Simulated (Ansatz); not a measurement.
# InH3 (SMILES [InH3]): single points off equilibrium

A test off equilibrium: a structure displaced at random from a GFN2-xTB minimum is computed at several levels, and each is set against CCSD(T).

Program: Ansatz 0.2.0, Gaussian basis. Level of theory: single points in def2-TZVPP. These are calculated values, not measurements.

Cores are frozen in the correlated methods. Filled d shells of the heavier atoms are correlated. Core potentials replace the inner electrons past krypton, and spin-orbit coupling is left out. B3LYP uses VWN-RPA correlation.

## Step 1: The system as given

SMILES `[InH3]`, 4 atoms, charge 0, spin multiplicity 1.

Atoms are counted from 1 here; the program's logs count them from 0.

Bond lengths: In1–H2 1.623 Å, In1–H3 1.778 Å, In1–H4 1.713 Å. Angles: H2–In1–H3 122.5°, H2–In1–H4 118.9°, H3–In1–H4 118.6°.

As a file:

```xyz
4

In    0.00540    0.01530    0.01070
H     0.44530    1.44010    0.65140
H    -1.15520   -0.11020   -1.33100
H     0.72000   -1.42040    0.61400
```

## Step 2: CCSD(T)/def2-TZVPP

run/in.yaml reads:

```yaml
crystal:
  periodic: [false, false, false]
  atoms:
    - {symbol: In, position_ang: [0.005400, 0.015300, 0.010700]}
    - {symbol: H, position_ang: [0.445300, 1.440100, 0.651400]}
    - {symbol: H, position_ang: [-1.155200, -0.110200, -1.331000]}
    - {symbol: H, position_ang: [0.720000, -1.420400, 0.614000]}
basis:
  gaussian: {orbitals: def2-TZVPP}
correlation: {method: ccsd_t}
output: {forces: true}
```

No record of the launch command was kept for these runs.

## Step 3: PBE0-D4/def2-TZVPP

Edit run/in.yaml of step 2 so:

```diff
@@ -9,3 +9,3 @@
   gaussian: {orbitals: def2-TZVPP}
-correlation: {method: ccsd_t}
-output: {forces: true}
+hamiltonian: {xc: pbe0, dispersion: d4}
+output: {forces: true, orbitals: {seedname: orbitals}}
```

## Step 4: wB97M-V/def2-TZVPP

Edit run/in.yaml of step 3 so:

```diff
@@ -9,3 +9,3 @@
   gaussian: {orbitals: def2-TZVPP}
-hamiltonian: {xc: pbe0, dispersion: d4}
-output: {forces: true, orbitals: {seedname: orbitals}}
+hamiltonian: {xc: {name: wB97M-V}}
+output: {forces: true}
```

## Step 5: r2SCAN-D4/def2-TZVPP

Edit run/in.yaml of step 4 so:

```diff
@@ -9,3 +9,3 @@
   gaussian: {orbitals: def2-TZVPP}
-hamiltonian: {xc: {name: wB97M-V}}
+hamiltonian: {xc: r2scan, dispersion: d4}
 output: {forces: true}
```

## Step 6: PBE-D4/def2-TZVPP

Edit run/in.yaml of step 5 so:

```diff
@@ -9,3 +9,3 @@
   gaussian: {orbitals: def2-TZVPP}
-hamiltonian: {xc: r2scan, dispersion: d4}
+hamiltonian: {xc: pbe, dispersion: d4}
 output: {forces: true}
```

## Step 7: BLYP-D4/def2-TZVPP

Edit run/in.yaml of step 6 so:

```diff
@@ -9,3 +9,3 @@
   gaussian: {orbitals: def2-TZVPP}
-hamiltonian: {xc: pbe, dispersion: d4}
+hamiltonian: {xc: {name: BLYP}, dispersion: d4}
 output: {forces: true}
```

## Step 8: B3LYP-D4/def2-TZVPP

Edit run/in.yaml of step 7 so:

```diff
@@ -9,3 +9,3 @@
   gaussian: {orbitals: def2-TZVPP}
-hamiltonian: {xc: {name: BLYP}, dispersion: d4}
+hamiltonian: {xc: {name: B3LYP}, dispersion: d4}
 output: {forces: true}
```

(Steps that only read results are left out.)

Q: Predict the outcome of this session. Wanted: energy less free atoms, CCSD(T)/def2-TZVPP; RMS force component; RMS force error; HOMO and LUMO, PBE0-D4; T1 diagnostic.

As calculated:

| quantity | value |
| --- | --- |
| energy less free atoms, CCSD(T)/def2-TZVPP | -719.4 kJ/mol |
| RMS force component | 0.670 to 0.704 eV/Å over the methods |
| RMS force error | PBE0-D4 0.037, wB97M-V 0.012, r2SCAN-D4 0.018, PBE-D4 0.101, BLYP-D4 0.135, B3LYP-D4 0.069 eV/Å |
| HOMO and LUMO, PBE0-D4 | -8.06 and -1.90 eV |
| T1 diagnostic | 0.014 |

**Reading.** Against CCSD(T) the functionals' energies less atoms differ by -11.9 to +28.4 kJ/mol, PBE-D4 by +28.4 kJ/mol. A larger basis would deepen the CCSD(T) value, while the functionals are nearly converged already, so the order here is not reliable. For forces wB97M-V does best and BLYP-D4 worst. Frozen-core CCSD(T) forces in triple zeta carry basis errors of their own, and this is one geometry, so small gaps rank nothing.
